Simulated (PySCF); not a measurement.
# C2H8BrPSi2: electronic excitations at several levels of theory

Aim: compute the electronic excitations of C2H8BrPSi2 (`Br[Si@@H]1CC[SiH2]P1`) at several levels, and see how far they spread and what each costs.

Programs: PySCF 2.14.0, with density-fitted response routines of our own. Each step states its level of theory. These are calculated values for one molecule in the gas phase, unless marked as measured. Atoms count from 0, in the outputs and in this text.

## (1) The starting structure

14 atoms, charge 0, multiplicity 1; geometry from: GFN2-xTB.

Bonds of the start (Å): Br0–Si1 2.22, Si1–C2 1.91, C2–C3 1.53, C3–Si4 1.92, Si4–P5 2.25, P5–Si1 2.24, Si1–H6 1.46, C2–H7 1.09, C2–H8 1.09, C3–H9 1.09, C3–H10 1.09, Si4–H11 1.46, Si4–H12 1.46, P5–H13 1.38.

## (2) Geometry optimisation at PBE0-D3(BJ)/def2-SVP

Job settings and geometry (Å):

```
{"job": {"xc": "PBE0", "basis": "def2-SVP", "d3": "d3bj", "grid": 1, "kind": "geom"}, "charge": 0, "multiplicity": 1}
Br     3.307789    -1.157416    -0.398591
Si     1.485291    -0.375191     0.607835
C     -0.018973    -1.302601    -0.124234
C     -1.261333    -0.416633    -0.075890
Si    -0.867388     1.351004    -0.707751
P      1.181098     1.783673     0.111562
H      1.706222    -0.650273     2.026262
H      0.199292    -1.561421    -1.164161
H     -0.195961    -2.244231     0.399107
H     -2.066307    -0.865404    -0.659368
H     -1.622178    -0.356488     0.954618
H     -0.758226     1.371335    -2.167313
H     -1.840405     2.320344    -0.208908
H      0.750400     2.102828     1.384665
```

Standard output:

```text
step   0  E = -3574.18949131  max force = 0.019969
step   1  E = -3574.19383370  max force = 0.003879
step   2  E = -3574.19406927  max force = 0.001173
step   3  E = -3574.19410302  max force = 0.000567
step   4  E = -3574.19412020  max force = 0.000531
step   5  E = -3574.19413299  max force = 0.000841
step   6  E = -3574.19414538  max force = 0.000871
step   7  E = -3574.19415657  max force = 0.000490
step   8  E = -3574.19416304  max force = 0.000220
optimisation converged
```

Wall time 1.9 min (1 thread, shared host).

The steps of the relaxation:

| step | energy from step 0 (eV) | largest force component (eV/Å) |
| --- | --- | --- |
| 0 | 0.0000 | 1.0268 |
| 1 | -0.1182 | 0.1995 |
| 2 | -0.1246 | 0.0603 |
| 3 | -0.1255 | 0.0292 |
| 4 | -0.1260 | 0.0273 |
| 5 | -0.1263 | 0.0432 |
| 6 | -0.1266 | 0.0448 |
| 7 | -0.1269 | 0.0252 |
| 8 | -0.1271 | 0.0113 |

Close pairs (by a distance rule), those that changed most:

| bond | before (Å) | after (Å) | change (Å) |
| --- | --- | --- | --- |
| P5–H13 | 1.381 | 1.432 | +0.051 |
| Si1–P5 | 2.236 | 2.272 | +0.036 |
| Si4–H12 | 1.461 | 1.494 | +0.032 |
| Si4–H11 | 1.464 | 1.495 | +0.031 |
| Si4–P5 | 2.248 | 2.279 | +0.031 |
| Si1–H6 | 1.462 | 1.492 | +0.030 |
| C3–Si4 | 1.918 | 1.898 | -0.020 |
| Si1–C2 | 1.913 | 1.893 | -0.020 |

The end geometry stands in the next job.

| at the end point | value |
| --- | --- |
| point group (found at 0.08 Å tolerance) | C1 |
| rotational constants (GHz, main isotopes) | 2.405, 0.655, 0.566 |
| dipole moment (D) | 2.92 |

## (3) TDDFT and polarisability: HF/def2-SVPD

Job settings and geometry (Å):

```
{"job": {"kind": "uv", "xc": "HF", "basis": "def2-SVPD", "ip": true}, "charge": 0, "multiplicity": 1}
Br     3.912471    -2.657543    -0.568738
Si     2.141005    -1.688042     0.384298
C      0.562115    -2.427449    -0.352570
C     -0.596064    -1.429997    -0.232159
Si    -0.018050     0.253345    -0.890347
P      2.083425     0.539717    -0.056858
H      2.260589    -1.917189     1.853814
H      0.783212    -2.639884    -1.413470
H      0.340086    -3.399546     0.118561
H     -1.494066    -1.780300    -0.768653
H     -0.893321    -1.298087     0.823194
H      0.084710     0.209546    -2.381195
H     -0.903785     1.387628    -0.490430
H      1.593911     0.829312     1.257378
```

Method: TDDFT HF/def2-SVPD, vertical, gas phase, core orbitals frozen in the response.

Standard output:

```text
final grid: 114248 points
cycle   1  E = -3570.7626545998  dE = -4.399e-01  |g| = 4.133e-01  |ddm| = 4.372e+00
cycle   2  E = -3570.8317131850  dE = -6.906e-02  |g| = 1.759e-01  |ddm| = 1.138e+00
cycle   3  E = -3570.8422735828  dE = -1.056e-02  |g| = 6.359e-02  |ddm| = 4.489e-01
cycle   4  E = -3570.8440607696  dE = -1.787e-03  |g| = 1.166e-02  |ddm| = 1.844e-01
cycle   5  E = -3570.8441424282  dE = -8.166e-05  |g| = 3.635e-03  |ddm| = 3.635e-02
cycle   6  E = -3570.8441547830  dE = -1.235e-05  |g| = 1.236e-03  |ddm| = 1.483e-02
cycle   7  E = -3570.8441562061  dE = -1.423e-06  |g| = 3.597e-04  |ddm| = 4.811e-03
cycle   8  E = -3570.8441563304  dE = -1.243e-07  |g| = 9.696e-05  |ddm| = 1.782e-03
cycle   9  E = -3570.8441563377  dE = -7.335e-09  |g| = 3.065e-05  |ddm| = 4.441e-04
cycle  10  E = -3570.8441563386  dE = -8.358e-10  |g| = 8.592e-06  |ddm| = 1.524e-04
converged SCF energy = -3570.8441563386

Static polarisability (au): isotropic 115.926, principal 98.391 112.794 136.594

Singlet excitations
state   eV       nm        f      main configurations
  1   6.4596    191.9   0.00957   H->L 0.46, H->L+6 0.20
  2   7.1662    173.0   0.00264   H-1->L 0.19, H->L+2 0.17
  3   7.5015    165.3   0.03145   H->L+1 0.24, H->L+8 0.13, H-1->L+1 0.12
  4   7.6027    163.1   0.05561   H-1->L 0.13, H->L+3 0.11, H->L+2 0.10
  5   7.6845    161.3   0.19694   H->L+6 0.13, H-1->L+1 0.13, H->L+3 0.12
  6   7.9076    156.8   0.02746   H-2->L+1 0.45, H-2->L+8 0.19
  7   8.0124    154.7   0.12561   H->L+6 0.20, H-1->L+1 0.12, H->L 0.10
  8   8.2966    149.4   0.01152   H-1->L+2 0.22, H->L+8 0.17
  9   8.4525    146.7   0.14183   H-2->L 0.19, H-1->L+3 0.14, H-1->L+6 0.09
 10   8.5902    144.3   0.04356   H->L+10 0.17

Triplet excitations (Tamm-Dancoff, eV): 5.4814 5.8730 6.5802 6.7851
Vertical ionisation energy (delta-SCF) = 8.4842 eV
```

Run time: 76 s. Hardware: 1 thread, shared host.

The orbitals next to the gap, with their largest atomic shares:

| orbital | eV | atoms |
| --- | --- | --- |
| HOMO−3 | -11.91 | Br0 46 %, P5 21 %, Si4 11 % |
| HOMO−2 | -11.09 | Br0 64 %, Si1 11 %, C2 9 % |
| HOMO−1 | -10.57 | Br0 36 %, P5 29 %, Si1 11 % |
| HOMO | -9.99 | P5 64 %, Si1 9 %, Si4 8 % |
| LUMO | 2.07 | Si4 22 %, Si1 18 %, P5 8 % |
| LUMO+1 | 2.25 | Br0 60 %, Si1 15 %, Si4 6 % |
| LUMO+2 | 2.55 | Br0 34 %, Si4 19 %, P5 10 % |

With each of the 10 states as a Gaussian band of 0.4 eV half-width at 1/e, the curve within the window shown has maxima at 191 nm (ε 400), 159 nm (ε 15,000) L/(mol cm). Beyond the last state computed it falls off for lack of states. The curve at chosen wavelengths:

```
 nm  ε (L/mol/cm)
139          2836
142          5968
145          8827
148         10462
151         11643
153         12682
156         14432
159         15266
162         14115
165         11113
168          7424
171          4251
174          2137
176          1290
179           623
182           389
185           354
188           380
191           396
194           374
197           317
199           268
202           192
205           125
208            75
211            42
```

Ground-state properties from the same run:

| property | computed |
| --- | --- |
| dipole moment (D) | 3.03 |
| polarisability (Å³) | 17.18 |
| HOMO–LUMO gap (eV) | 12.06 |
| −ε(HOMO) (eV) | 9.99 |

## (4) TDDFT and polarisability: LDA/def2-SVPD

The job, as its differences from that of step 3:

```diff
@@ -1,2 +1,2 @@
-{"job": {"kind": "uv", "xc": "HF", "basis": "def2-SVPD", "ip": true}, "charge": 0, "multiplicity": 1}
+{"job": {"kind": "uv", "xc": "LDA", "basis": "def2-SVPD", "ip": true}, "charge": 0, "multiplicity": 1}
 Br     3.912471    -2.657543    -0.568738
```

Method: TDDFT LDA/def2-SVPD, vertical, gas phase, core orbitals frozen in the response.

Standard output:

```text
coarse grid: 56704 points
cycle   1  E = -3567.0047352258  dE = -7.734e-01  |g| = 5.456e-01  |ddm| = 4.912e+00
cycle   2  E = -3566.8449154366  dE =  1.598e-01  |g| = 9.081e-01  |ddm| = 1.874e+00
cycle   3  E = -3567.0741713569  dE = -2.293e-01  |g| = 1.417e-01  |ddm| = 1.298e+00
cycle   4  E = -3567.0794414698  dE = -5.270e-03  |g| = 5.635e-02  |ddm| = 3.264e-01
cycle   5  E = -3567.0805274365  dE = -1.086e-03  |g| = 1.338e-02  |ddm| = 1.229e-01
cycle   6  E = -3567.0805791971  dE = -5.176e-05  |g| = 4.075e-03  |ddm| = 2.989e-02
cycle   7  E = -3567.0805847209  dE = -5.524e-06  |g| = 9.670e-04  |ddm| = 9.146e-03
final grid: 114248 points
cycle   8  E = -3567.0805470509  dE =  7.378e-07  |g| = 1.852e-03  |ddm| = 1.171e-02
cycle   9  E = -3567.0805436420  dE =  3.409e-06  |g| = 3.553e-03  |ddm| = 1.067e-02
cycle  10  E = -3567.0805483642  dE = -4.722e-06  |g| = 1.504e-04  |ddm| = 6.912e-03
cycle  11  E = -3567.0805483712  dE = -6.955e-09  |g| = 3.048e-05  |ddm| = 3.015e-04
cycle  12  E = -3567.0805483714  dE = -2.829e-10  |g| = 6.599e-06  |ddm| = 6.206e-05
converged SCF energy = -3567.0805483714

Static polarisability (au): isotropic 130.551, principal 108.084 125.888 157.680

Singlet excitations
state   eV       nm        f      main configurations
  1   5.1648    240.1   0.00023   H->L 0.99
  2   5.4207    228.7   0.00157   H->L+1 0.95
  3   5.5495    223.4   0.01331   H-1->L 0.84
  4   5.6310    220.2   0.00913   H-2->L 0.90
  5   5.7335    216.2   0.01091   H-1->L+1 0.96
  6   5.8560    211.7   0.01255   H-2->L+1 0.95
  7   6.0269    205.7   0.02157   H->L+3 0.53, H->L+2 0.39
  8   6.1515    201.6   0.04158   H->L+3 0.40, H->L+2 0.39
  9   6.3110    196.5   0.00298   H-1->L+2 0.67, H->L+4 0.18
 10   6.3488    195.3   0.00351   H-3->L 0.89

Triplet excitations (Tamm-Dancoff, eV): 4.9307 5.1367 5.2884 5.4624
Vertical ionisation energy (delta-SCF) = 9.3738 eV
Vertical electron affinity (delta-SCF) = -0.3954 eV
```

Run time: 2.6 min. Hardware: 1 thread, shared host.

In short: HOMO -6.56 eV, LUMO -1.52 eV; lowest singlet 5.16 eV.

## (5) Excited states and response: PBE/def2-SVPD

The job, as its differences from that of step 4:

```diff
@@ -1,2 +1,2 @@
-{"job": {"kind": "uv", "xc": "LDA", "basis": "def2-SVPD", "ip": true}, "charge": 0, "multiplicity": 1}
+{"job": {"kind": "uv", "xc": "PBE", "basis": "def2-SVPD", "ip": true}, "charge": 0, "multiplicity": 1}
 Br     3.912471    -2.657543    -0.568738
```

Level: TDDFT PBE/def2-SVPD, vertical, gas phase, core orbitals frozen in the response.

Standard output:

```text
coarse grid: 56704 points
cycle   1  E = -3573.9273757890  dE = -7.843e-01  |g| = 5.016e-01  |ddm| = 4.990e+00
cycle   2  E = -3573.8039112427  dE =  1.235e-01  |g| = 8.128e-01  |ddm| = 1.732e+00
cycle   3  E = -3573.9895894600  dE = -1.857e-01  |g| = 1.205e-01  |ddm| = 1.163e+00
cycle   4  E = -3573.9934858920  dE = -3.896e-03  |g| = 4.857e-02  |ddm| = 2.889e-01
cycle   5  E = -3573.9943079218  dE = -8.220e-04  |g| = 1.057e-02  |ddm| = 1.074e-01
cycle   6  E = -3573.9943398770  dE = -3.196e-05  |g| = 3.669e-03  |ddm| = 2.412e-02
cycle   7  E = -3573.9943444699  dE = -4.593e-06  |g| = 7.981e-04  |ddm| = 8.212e-03
final grid: 114248 points
cycle   8  E = -3573.9943018395  dE =  3.634e-07  |g| = 1.490e-03  |ddm| = 1.184e-02
cycle   9  E = -3573.9942998680  dE =  1.971e-06  |g| = 2.753e-03  |ddm| = 8.596e-03
cycle  10  E = -3573.9943026815  dE = -2.813e-06  |g| = 1.281e-04  |ddm| = 5.491e-03
cycle  11  E = -3573.9943026871  dE = -5.632e-09  |g| = 2.515e-05  |ddm| = 2.729e-04
cycle  12  E = -3573.9943026873  dE = -2.156e-10  |g| = 7.789e-06  |ddm| = 5.818e-05
converged SCF energy = -3573.9943026873

Static polarisability (au): isotropic 128.681, principal 106.380 124.202 155.462

Singlet excitations
state   eV       nm        f      main configurations
  1   5.2501    236.2   0.00046   H->L 0.99
  2   5.5043    225.2   0.00101   H->L+1 0.94
  3   5.6163    220.8   0.01163   H-1->L 0.85
  4   5.7121    217.1   0.00655   H-2->L 0.92
  5   5.8140    213.3   0.01330   H-1->L+1 0.96
  6   5.9396    208.7   0.01562   H-2->L+1 0.96
  7   6.1336    202.1   0.01889   H->L+2 0.52, H->L+3 0.36
  8   6.2295    199.0   0.04646   H->L+3 0.55, H->L+2 0.25
  9   6.3701    194.6   0.00929   H-1->L+2 0.65, H->L+4 0.19
 10   6.4294    192.8   0.00868   H-2->L+2 0.67, H-3->L 0.19, H->L+4 0.08

Triplet excitations (Tamm-Dancoff, eV): 4.9426 5.1569 5.2989 5.4909
Vertical ionisation energy (delta-SCF) = 9.2121 eV
Vertical electron affinity (delta-SCF) = -0.5750 eV
```

Run time: 3.9 min. Hardware: 1 thread, shared host.

This run: HOMO -6.47 eV, LUMO -1.32 eV; lowest singlet 5.25 eV.

## (6) Excited states and response: B3LYP/def2-SVPD

The job, as its differences from that of step 5:

```diff
@@ -1,2 +1,2 @@
-{"job": {"kind": "uv", "xc": "PBE", "basis": "def2-SVPD", "ip": true}, "charge": 0, "multiplicity": 1}
+{"job": {"kind": "uv", "xc": "B3LYP", "basis": "def2-SVPD", "ip": true}, "charge": 0, "multiplicity": 1}
 Br     3.912471    -2.657543    -0.568738
```

With the program's defaults for keys left out, this is: TDDFT B3LYP/def2-SVPD, vertical, gas phase, core orbitals frozen in the response.

Standard output:

```text
coarse grid: 56704 points
cycle   1  E = -3574.9911474026  dE = -7.345e-01  |g| = 4.097e-01  |ddm| = 4.812e+00
cycle   2  E = -3574.9663475370  dE =  2.480e-02  |g| = 4.961e-01  |ddm| = 1.292e+00
cycle   3  E = -3575.0352972243  dE = -6.895e-02  |g| = 6.396e-02  |ddm| = 7.099e-01
cycle   4  E = -3575.0362637133  dE = -9.665e-04  |g| = 2.268e-02  |ddm| = 1.336e-01
cycle   5  E = -3575.0364346685  dE = -1.710e-04  |g| = 7.392e-03  |ddm| = 5.452e-02
cycle   6  E = -3575.0364496158  dE = -1.495e-05  |g| = 1.542e-03  |ddm| = 1.391e-02
cycle   7  E = -3575.0364503887  dE = -7.729e-07  |g| = 4.095e-04  |ddm| = 3.612e-03
final grid: 114248 points
cycle   8  E = -3575.0364122623  dE = -5.625e-08  |g| = 6.028e-04  |ddm| = 7.830e-03
cycle   9  E = -3575.0364121345  dE =  1.278e-07  |g| = 8.637e-04  |ddm| = 2.862e-03
cycle  10  E = -3575.0364123926  dE = -2.581e-07  |g| = 4.791e-05  |ddm| = 1.628e-03
cycle  11  E = -3575.0364123933  dE = -7.212e-10  |g| = 1.089e-05  |ddm| = 1.063e-04
converged SCF energy = -3575.0364123933

Static polarisability (au): isotropic 125.003, principal 104.197 120.895 149.915

Singlet excitations
state   eV       nm        f      main configurations
  1   5.5975    221.5   0.00196   H->L 0.94
  2   5.9497    208.4   0.00063   H->L+1 0.84, H-1->L 0.08
  3   6.1248    202.4   0.01361   H-1->L 0.77, H->L+2 0.12
  4   6.2793    197.4   0.01698   H-1->L+1 0.88
  5   6.3350    195.7   0.01324   H-2->L 0.76, H-2->L+1 0.15
  6   6.5207    190.1   0.04545   H->L+2 0.52, H->L+3 0.17, H-2->L+1 0.12
  7   6.5377    189.6   0.00285   H-2->L+1 0.66, H-2->L 0.17, H->L+2 0.12
  8   6.6044    187.7   0.07930   H->L+3 0.73, H->L+2 0.12
  9   6.8774    180.3   0.00498   H-1->L+2 0.49, H->L+4 0.40
 10   7.0576    175.7   0.03579   H->L+4 0.25, H-1->L+2 0.24, H-2->L+2 0.16

Triplet excitations (Tamm-Dancoff, eV): 5.1944 5.6000 5.6274 5.8002
Vertical ionisation energy (delta-SCF) = 9.2631 eV
```

It took 3.9 min on 1 thread, shared host.

Key values: HOMO -7.32 eV, LUMO -0.72 eV; lowest singlet 5.60 eV.

## (7) Excited states and response: PBE0/def2-SVPD

The job, as its differences from that of step 6:

```diff
@@ -1,2 +1,2 @@
-{"job": {"kind": "uv", "xc": "B3LYP", "basis": "def2-SVPD", "ip": true}, "charge": 0, "multiplicity": 1}
+{"job": {"kind": "uv", "xc": "PBE0", "basis": "def2-SVPD", "ip": true}, "charge": 0, "multiplicity": 1}
 Br     3.912471    -2.657543    -0.568738
```

Level: TDDFT PBE0/def2-SVPD, vertical, gas phase, core orbitals frozen in the response.

Standard output:

```text
coarse grid: 56704 points
cycle   1  E = -3574.1598645218  dE = -7.251e-01  |g| = 3.474e-01  |ddm| = 4.733e+00
cycle   2  E = -3574.1511566946  dE =  8.708e-03  |g| = 3.838e-01  |ddm| = 1.103e+00
cycle   3  E = -3574.1926789961  dE = -4.152e-02  |g| = 4.985e-02  |ddm| = 5.773e-01
cycle   4  E = -3574.1932615832  dE = -5.826e-04  |g| = 1.659e-02  |ddm| = 1.024e-01
cycle   5  E = -3574.1933521524  dE = -9.057e-05  |g| = 6.107e-03  |ddm| = 4.402e-02
cycle   6  E = -3574.1933627590  dE = -1.061e-05  |g| = 1.103e-03  |ddm| = 1.189e-02
cycle   7  E = -3574.1933631322  dE = -3.732e-07  |g| = 3.541e-04  |ddm| = 2.712e-03
final grid: 114248 points
cycle   8  E = -3574.1933319146  dE = -7.874e-08  |g| = 4.941e-04  |ddm| = 7.531e-03
cycle   9  E = -3574.1933318484  dE =  6.622e-08  |g| = 6.695e-04  |ddm| = 2.301e-03
cycle  10  E = -3574.1933320011  dE = -1.527e-07  |g| = 3.710e-05  |ddm| = 1.273e-03
cycle  11  E = -3574.1933320015  dE = -4.475e-10  |g| = 1.060e-05  |ddm| = 9.274e-05
converged SCF energy = -3574.1933320015

Static polarisability (au): isotropic 124.083, principal 103.321 120.058 148.870

Singlet excitations
state   eV       nm        f      main configurations
  1   5.7079    217.2   0.00221   H->L 0.92
  2   6.0935    203.5   0.00034   H->L+1 0.81, H-1->L 0.09
  3   6.2904    197.1   0.01437   H-1->L 0.72, H->L+2 0.15
  4   6.4037    193.6   0.01652   H-1->L+1 0.88
  5   6.4838    191.2   0.01512   H-2->L 0.63, H-2->L+1 0.28
  6   6.6781    185.7   0.03086   H-2->L+1 0.43, H->L+2 0.16, H-2->L 0.16
  7   6.6906    185.3   0.01943   H->L+2 0.43, H-2->L+1 0.20, H-2->L 0.15
  8   6.7649    183.3   0.08904   H->L+3 0.69, H->L+2 0.14
  9   7.0743    175.3   0.00552   H-1->L+2 0.48, H->L+4 0.37
 10   7.2437    171.2   0.01891   H-3->L 0.34, H-2->L+2 0.17, H-1->L+2 0.14

Triplet excitations (Tamm-Dancoff, eV): 5.2314 5.6298 5.6809 5.8784
Vertical ionisation energy (delta-SCF) = 9.2934 eV
```

It took 4.4 min on 1 thread, shared host.

Key values: HOMO -7.55 eV, LUMO -0.54 eV; lowest singlet 5.71 eV.

## (8) Excited states and response: BHandHLYP/def2-SVPD

The job, as its differences from that of step 7:

```diff
@@ -1,2 +1,2 @@
-{"job": {"kind": "uv", "xc": "PBE0", "basis": "def2-SVPD", "ip": true}, "charge": 0, "multiplicity": 1}
+{"job": {"kind": "uv", "xc": "BHandHLYP", "basis": "def2-SVPD", "ip": true}, "charge": 0, "multiplicity": 1}
 Br     3.912471    -2.657543    -0.568738
```

Method: TDDFT BHandHLYP/def2-SVPD, vertical, gas phase, core orbitals frozen in the response.

Standard output:

```text
coarse grid: 56704 points
cycle   1  E = -3574.8503023325  dE = -6.376e-01  |g| = 3.187e-01  |ddm| = 4.557e+00
cycle   2  E = -3574.8698853581  dE = -1.958e-02  |g| = 2.276e-01  |ddm| = 1.031e+00
cycle   3  E = -3574.8856031318  dE = -1.572e-02  |g| = 4.488e-02  |ddm| = 4.605e-01
cycle   4  E = -3574.8861589979  dE = -5.559e-04  |g| = 1.131e-02  |ddm| = 9.538e-02
cycle   5  E = -3574.8861952233  dE = -3.623e-05  |g| = 2.987e-03  |ddm| = 2.929e-02
cycle   6  E = -3574.8861985877  dE = -3.364e-06  |g| = 6.043e-04  |ddm| = 7.702e-03
final grid: 114248 points
cycle   7  E = -3574.8861752718  dE = -1.504e-07  |g| = 4.921e-04  |ddm| = 4.572e-03
cycle   8  E = -3574.8861752906  dE = -1.882e-08  |g| = 4.545e-04  |ddm| = 1.862e-03
cycle   9  E = -3574.8861753557  dE = -6.516e-08  |g| = 2.965e-05  |ddm| = 8.844e-04
cycle  10  E = -3574.8861753561  dE = -4.038e-10  |g| = 1.441e-05  |ddm| = 8.914e-05
converged SCF energy = -3574.8861753561

Static polarisability (au): isotropic 120.551, principal 101.231 116.854 143.567

Singlet excitations
state   eV       nm        f      main configurations
  1   5.9994    206.7   0.00441   H->L 0.80
  2   6.5686    188.8   0.00390   H->L+1 0.49, H-1->L 0.26
  3   6.6789    185.6   0.00348   H->L+2 0.29, H-1->L 0.26, H->L+1 0.20
  4   6.8546    180.9   0.03087   H-1->L+1 0.63, H->L+3 0.14
  5   7.0124    176.8   0.00892   H-2->L+1 0.43, H-2->L 0.22, H->L+2 0.08
  6   7.0511    175.8   0.10867   H->L+2 0.40, H-1->L 0.20
  7   7.1788    172.7   0.10641   H->L+3 0.67
  8   7.4017    167.5   0.00350   H-2->L 0.53, H-2->L+1 0.28
  9   7.5224    164.8   0.00411   H-1->L+2 0.38, H->L+4 0.20
 10   7.7838    159.3   0.21244   H-1->L+3 0.59, H-3->L+1 0.09

Triplet excitations (Tamm-Dancoff, eV): 5.4275 5.8433 6.1319 6.2480
Vertical ionisation energy (delta-SCF) = 9.2986 eV
```

Run time: 3.5 min. Hardware: 1 thread, shared host.

Key values: HOMO -8.49 eV, LUMO 0.26 eV; lowest singlet 6.00 eV.

## (9) Side by side: electronic excitations

Excitations and ground-state properties, with basis size and wall time:

| run | lowest singlet (eV) | brightest (eV) | f | gap (eV) | α (Å³) | μ (D) | functions | time |
| --- | --- | --- | --- | --- | --- | --- | --- | --- |
| HF/def2-SVPD | 6.46 | 7.68 | 0.197 | 12.06 | 17.18 | 3.03 | 217 | 76 s |
| LDA/def2-SVPD | 5.16 | 6.15 | 0.042 | 5.05 | 19.35 | 2.78 | 217 | 2.6 min |
| PBE/def2-SVPD | 5.25 | 6.23 | 0.046 | 5.14 | 19.07 | 2.69 | 217 | 3.9 min |
| B3LYP/def2-SVPD | 5.60 | 6.60 | 0.079 | 6.60 | 18.52 | 2.72 | 217 | 3.9 min |
| PBE0/def2-SVPD | 5.71 | 6.76 | 0.089 | 7.01 | 18.39 | 2.81 | 217 | 4.4 min |
| BHandHLYP/def2-SVPD | 6.00 | 7.78 | 0.212 | 8.75 | 17.86 | 2.84 | 217 | 3.5 min |

## (10) Summary of results

| quantity | value |
| --- | --- |
| point group | C1 |
| rotational constants (main isotopes) | 2.40, 0.66, 0.57 GHz |
| lowest singlet (HF/def2-SVPD) | 6.46 eV (192 nm), f = 0.010 |
| brightest single state of those computed | state 5, 7.68 eV, f = 0.197 |
| lowest triplet | 5.48 eV |
| vertical ionisation energy (ΔSCF) | 8.48 eV |
| range of the lowest singlet | 5.16 to 6.46 eV |

**Reading.** Single values in the summary come from the first run of each kind that ended normally (HF/def2-SVPD), which need not be the best level. Relaxing lowered the energy by 0.127 eV in 8 steps; the close pair that moved most is P5–H13, from 1.381 to 1.432 Å. The first singlet state (HOMO→LUMO 0.46, HOMO→LUMO+6 0.20) lies at 6.46 eV and is weak; of the 10 states computed, the strongest absorption comes from state 5 at 7.68 eV. The lowest triplet lies 0.98 eV below the lowest singlet (triplets in Tamm-Dancoff, singlets in full TDDFT). At HF/def2-SVPD, the highest states lie near or above the ionisation energy, where they hang on the basis. The orbital energy would give 9.99 eV for ionisation, ΔSCF gives 8.48 eV. The lowest singlet runs from 5.16 eV (LDA/def2-SVPD) to 6.46 eV (HF/def2-SVPD), while the orbital gap spans 5.05 to 12.06 eV: the excitation energy moves far less from run to run than the orbital gap does. The lowest state need not be the same one in every run. The runs solved for a few states only, so the brightest column depends on that window.
